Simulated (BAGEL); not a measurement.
**One shape, several levels: SiNH4SF (SMILES N[SiH](F)S)**

Wanted: a comparison of 3 runs (B3LYP/6-31G*, PBE0/6-31G*, RI-MP2/6-31G*) of SiNH4SF. 

Program for the calculation: BAGEL 1.2.2.

2 further runs of the same task are left out: 2 set aside as unsound or not needed.

### 1 The molecule

SiNH4SF has 8 atoms, charge 0, and is taken as a singlet. SMILES: `N[SiH](F)S`. The coordinates come from a PBE0-D4/def2-TZVP relaxation. This is one conformer, not always the lowest.

Bond lengths: N1–Si2 1.688 Å, Si2–F3 1.602 Å, Si2–S4 2.122 Å, N1–H5 1.006 Å, N1–H6 1.006 Å, Si2–H7 1.477 Å, S4–H8 1.344 Å. Angles: N1–Si2–F3 115.9°, N1–Si2–S4 106.2°, F3–Si2–S4 106.4°, N1–Si2–H7 108.1°, F3–Si2–H7 105.1°, S4–Si2–H7 115.5°, Si2–N1–H5 122.0°, Si2–N1–H6 122.7°, Si2–S4–H8 93.8°, H5–N1–H6 112.8°.

### 2 The energy at B3LYP/6-31G(d) (density fitting with qzvpp-jkfit, spherical functions) (run 1)

Input file dft.json:

```json
{ "bagel": [

{
  "title": "molecule",
  "basis": "6-31gs.json",
  "df_basis": "qzvpp-jkfit",
  "angstrom": true,
  "geometry": [
    { "atom": "N", "xyz": [   -0.902100,    0.955900,    0.412200 ] },
    { "atom": "Si", "xyz": [    0.375500,   -0.130000,    0.216300 ] },
    { "atom": "F", "xyz": [    1.704300,    0.467300,   -0.449000 ] },
    { "atom": "S", "xyz": [   -0.326800,   -1.638000,   -1.101100 ] },
    { "atom": "H", "xyz": [   -0.992800,    1.530800,    1.232700 ] },
    { "atom": "H", "xyz": [   -1.456600,    1.286800,   -0.359400 ] },
    { "atom": "H", "xyz": [    0.790500,   -0.596200,    1.554500 ] },
    { "atom": "H", "xyz": [    0.900300,   -1.933500,   -1.562000 ] }
  ]
},
{
  "title": "ks",
  "xc_func": "b3lyp"
},
{
  "title": "print",
  "file": "orbitals.molden",
  "orbitals": true
}

]}
```

The basis set 6-31G* is read from a file made from the Basis Set Exchange's data (not shown).

Launch:

```sh
BAGEL_NUM_THREADS=1 BAGEL dft.json > dft.out
```

Output:

```text
* using 1 threads per process

  ===============================================================
  ===============================================================

  *** Geometry ***

  { "atom" : "N", "xyz" : [     -1.704722,      1.806389,      0.778945 ] },
  { "atom" : "Si", "xyz" : [      0.709592,     -0.245664,      0.408748 ] },
  { "atom" : "F", "xyz" : [      3.220660,      0.883069,     -0.848487 ] },
  { "atom" : "S", "xyz" : [     -0.617562,     -3.095371,     -2.080777 ] },
  { "atom" : "H", "xyz" : [     -1.876120,      2.892793,      2.329465 ] },
  { "atom" : "H", "xyz" : [     -2.752575,      2.431700,     -0.679168 ] },
  { "atom" : "H", "xyz" : [      1.493829,     -1.126655,      2.937579 ] },
  { "atom" : "H", "xyz" : [      1.701320,     -3.653785,     -2.951752 ] },

  Number of auxiliary basis functions:      482

  Since a DF basis is specified, we compute 2- and 3-index integrals:
    o Being stored without compression. Storage requirement is 0.020 GB

  Number of basis functions:       72
  Number of electrons      :       50

    * METHOD: MOLECULE                             1.39

  *** Kohn-Sham DFT ***

    * Removing 14272 points whose weight is below 1.00e-10
    * Grid points: 104976

  === Nuclear Repulsion ===
   230.2358579695

       - DIIS with orbital gradients will be used.

  === KS iteration (b3lyp / 6-31gs.json) ===
      0       -814.59281956          0.13948255           1.83
      1       -775.37341329          0.14974856           1.47
      2       -790.50773767          0.17726214           2.09
      3       -825.08589512          0.13504771           1.60
      4       -842.63776330          0.06819921           1.70
      5       -842.43705183          0.05309166           1.84
      6       -844.46366421          0.02545079           1.53
      7       -844.70019948          0.01491264           1.64
      8       -844.78508008          0.00321387           1.90
      9       -844.79105001          0.00187382           2.01
     10       -844.79274006          0.00030411           1.19
     11       -844.79277874          0.00013326           1.56
     12       -844.79278540          0.00001578           1.12
     13       -844.79278549          0.00000506           1.18
     14       -844.79278551          0.00000163           1.07
     15       -844.79278551          0.00000045           1.77
     16       -844.79278551          0.00000017           1.25
     17       -844.79278551          0.00000004           1.58
     18       -844.79278551          0.00000001           1.83
     19       -844.79278551          0.00000001           1.39
    * SCF iteration converged.

    * Permanent dipole moment:
           (    0.244581,    -0.564864,    -0.326905) a.u.

    * METHOD: KS                                  34.15

    * METHOD: PRINT                                0.02

  ===============================================================
```

Run time: 37 s. Hardware: 1 thread of Intel Xeon at 2.50GHz (Skylake/Cascade Lake), shared host; peak memory 0.39 GiB.

### 3 The energy at PBE0/6-31G(d) (density fitting with qzvpp-jkfit, spherical functions) (run 2)

Input file input.json:

```json
{ "bagel" : [

{
  "title" : "molecule",
  "basis" : "6-31gs.json",
  "df_basis" : "qzvpp-jkfit",
  "angstrom" : "true",
  "geometry" : [
    { "atom" : "N", "xyz" : [      -0.902100,       0.955900,       0.412200 ] },
    { "atom" : "Si", "xyz" : [       0.375500,      -0.130000,       0.216300 ] },
    { "atom" : "F", "xyz" : [       1.704300,       0.467300,      -0.449000 ] },
    { "atom" : "S", "xyz" : [      -0.326800,      -1.638000,      -1.101100 ] },
    { "atom" : "H", "xyz" : [      -0.992800,       1.530800,       1.232700 ] },
    { "atom" : "H", "xyz" : [      -1.456600,       1.286800,      -0.359400 ] },
    { "atom" : "H", "xyz" : [       0.790500,      -0.596200,       1.554500 ] },
    { "atom" : "H", "xyz" : [       0.900300,      -1.933500,      -1.562000 ] }
  ]
},

{ "title" : "ks", "xc_func" : "pbe0" },

{ "title" : "print", "file" : "orbitals.molden", "orbitals" : "true" }

]}
```

The basis set 6-31G* is read from a file made from the Basis Set Exchange's data (not shown).

Launch:

```sh
BAGEL_NUM_THREADS=1 BAGEL input.json > input.out
```

Output:

```text
* using 1 threads per process

  ===============================================================
  ===============================================================

  *** Geometry ***

  { "atom" : "N", "xyz" : [     -1.704722,      1.806389,      0.778945 ] },
  { "atom" : "Si", "xyz" : [      0.709592,     -0.245664,      0.408748 ] },
  { "atom" : "F", "xyz" : [      3.220660,      0.883069,     -0.848487 ] },
  { "atom" : "S", "xyz" : [     -0.617562,     -3.095371,     -2.080777 ] },
  { "atom" : "H", "xyz" : [     -1.876120,      2.892793,      2.329465 ] },
  { "atom" : "H", "xyz" : [     -2.752575,      2.431700,     -0.679168 ] },
  { "atom" : "H", "xyz" : [      1.493829,     -1.126655,      2.937579 ] },
  { "atom" : "H", "xyz" : [      1.701320,     -3.653785,     -2.951752 ] },

  Number of auxiliary basis functions:      482

  Since a DF basis is specified, we compute 2- and 3-index integrals:
    o Being stored without compression. Storage requirement is 0.020 GB

  Number of basis functions:       72
  Number of electrons      :       50

    * METHOD: MOLECULE                             1.07

  *** Kohn-Sham DFT ***

    * Removing 14272 points whose weight is below 1.00e-10
    * Grid points: 104976

  === Nuclear Repulsion ===
   230.2358579695

       - DIIS with orbital gradients will be used.

  === KS iteration (pbe0 / 6-31gs.json) ===
      0       -814.20076446          0.13916186           1.79
      1       -775.37949011          0.14804495           1.83
      2       -790.79827736          0.17630252           2.08
      3       -824.74459440          0.13408957           1.67
      4       -842.06314482          0.07083144           1.61
      5       -842.87706048          0.04750966           1.33
      6       -844.01961576          0.02498436           1.71
      7       -844.24071445          0.01476734           1.57
      8       -844.33201143          0.00291235           1.16
      9       -844.33640921          0.00165188           1.85
     10       -844.33782872          0.00030865           1.73
     11       -844.33786593          0.00009285           1.57
     12       -844.33786909          0.00001776           1.59
     13       -844.33786922          0.00000522           1.22
     14       -844.33786924          0.00000266           1.62
     15       -844.33786925          0.00000058           1.61
     16       -844.33786925          0.00000021           1.52
     17       -844.33786925          0.00000007           1.42
     18       -844.33786925          0.00000004           1.27
     19       -844.33786925          0.00000001           1.43
    * SCF iteration converged.

    * Permanent dipole moment:
           (    0.228244,    -0.576820,    -0.335345) a.u.

    * METHOD: KS                                  34.31

    * METHOD: PRINT                                0.02

  ===============================================================
```

Run time: 36 s. Hardware: 1 thread of Intel Xeon at 2.50GHz (Skylake/Cascade Lake), shared host; peak memory 0.39 GiB.

### 4 The energy at RI-MP2/6-31G(d) (density fitting with qzvpp-jkfit, spherical functions) (run 3)

Input file mp2.json:

```json
{ "bagel" : [

{
  "title" : "molecule",
  "basis" : "6-31gs.json",
  "df_basis" : "qzvpp-jkfit",
  "angstrom" : true,
  "geometry" : [
    { "atom" : "N", "xyz" : [      -0.902100,       0.955900,       0.412200 ] },
    { "atom" : "Si", "xyz" : [       0.375500,      -0.130000,       0.216300 ] },
    { "atom" : "F", "xyz" : [       1.704300,       0.467300,      -0.449000 ] },
    { "atom" : "S", "xyz" : [      -0.326800,      -1.638000,      -1.101100 ] },
    { "atom" : "H", "xyz" : [      -0.992800,       1.530800,       1.232700 ] },
    { "atom" : "H", "xyz" : [      -1.456600,       1.286800,      -0.359400 ] },
    { "atom" : "H", "xyz" : [       0.790500,      -0.596200,       1.554500 ] },
    { "atom" : "H", "xyz" : [       0.900300,      -1.933500,      -1.562000 ] }
  ]
},

{ "title" : "hf" },

{ "title" : "mp2", "ncore" : 12 }

]}
```

The basis set 6-31G* is read from a file made from the Basis Set Exchange's data (not shown).

Launch:

```sh
BAGEL_NUM_THREADS=1 BAGEL mp2.json > mp2.out
```

Output:

```text
* using 1 threads per process

  ===============================================================
  ===============================================================

  *** Geometry ***

  { "atom" : "N", "xyz" : [     -1.704722,      1.806389,      0.778945 ] },
  { "atom" : "Si", "xyz" : [      0.709592,     -0.245664,      0.408748 ] },
  { "atom" : "F", "xyz" : [      3.220660,      0.883069,     -0.848487 ] },
  { "atom" : "S", "xyz" : [     -0.617562,     -3.095371,     -2.080777 ] },
  { "atom" : "H", "xyz" : [     -1.876120,      2.892793,      2.329465 ] },
  { "atom" : "H", "xyz" : [     -2.752575,      2.431700,     -0.679168 ] },
  { "atom" : "H", "xyz" : [      1.493829,     -1.126655,      2.937579 ] },
  { "atom" : "H", "xyz" : [      1.701320,     -3.653785,     -2.951752 ] },

  Number of auxiliary basis functions:      482

  Since a DF basis is specified, we compute 2- and 3-index integrals:
    o Being stored without compression. Storage requirement is 0.020 GB

  Number of basis functions:       72
  Number of electrons      :       50

    * METHOD: MOLECULE                             1.08

  *** RHF ***

  === Nuclear Repulsion ===
   230.2358579695

      * DIIS with orbital gradients will be used.

  === RHF iteration (6-31gs.json) ===
      0       -842.53423063          0.02327646           0.21
      1       -842.69523869          0.01341864           0.15
      2       -842.76371743          0.00140395           0.21
      3       -842.76495240          0.00038039           0.18
      4       -842.76502968          0.00010263           0.19
      5       -842.76503711          0.00002672           0.25
      6       -842.76503776          0.00000841           0.26
      7       -842.76503785          0.00000176           0.34
      8       -842.76503785          0.00000049           0.22
      9       -842.76503785          0.00000023           0.18
     10       -842.76503785          0.00000008           0.25
     11       -842.76503785          0.00000003           0.25
     12       -842.76503785          0.00000001           0.22
     13       -842.76503785          0.00000000           0.25
    * SCF iteration converged.

    * Permanent dipole moment:
           (    0.245370,    -0.558671,    -0.396720) a.u.

    * METHOD: HF                                   4.22

  *** RHF ***

  === Nuclear Repulsion ===
   230.2358579695

      * DIIS with orbital gradients will be used.

  === RHF iteration (6-31gs.json) ===
      0       -842.76503785          0.00000000           0.23
    * SCF iteration converged.

    * Permanent dipole moment:
           (    0.245370,    -0.558672,    -0.396720) a.u.

  === DF-MP2 calculation ===

    * freezing 12 orbitals
    * 3-index integral transformation done
    * assembly done

      MP2 correlation energy:   -0.5308366941      0.05

      MP2 total energy:       -843.2958745438

    * METHOD: MP2                                  0.60

  ===============================================================
```

Run time: 7 s. Hardware: 1 thread of Intel Xeon at 2.50GHz (Skylake/Cascade Lake), shared host.

### 5 The series

```
run                                                                  level  frozen core orbitals  energy (Eh)  dipole moment (D)  HOMO energy (eV)  LUMO energy (eV)  wall time
  1   B3LYP/6-31G* (density fitting with qzvpp-jkfit, spherical functions)                     –  -844.792786               1.77             -7.22              0.70       37 s
  2    PBE0/6-31G* (density fitting with qzvpp-jkfit, spherical functions)                     –  -844.337869               1.79             -7.53              0.92       36 s
  3  RI-MP2/6-31G* (density fitting with qzvpp-jkfit, spherical functions)                    12  -843.295875                  –                 –                 –        7 s
```

### 6 Results

| quantity | value |
| --- | --- |
| run 3: total energy | -843.29587 Eh |
| run 3: correlation energy (12 core orbitals frozen) | -530.8 mEh |

In words: Totals of different functionals can't be ranked against each other. All runs together took 81 s, the longest 37 s.
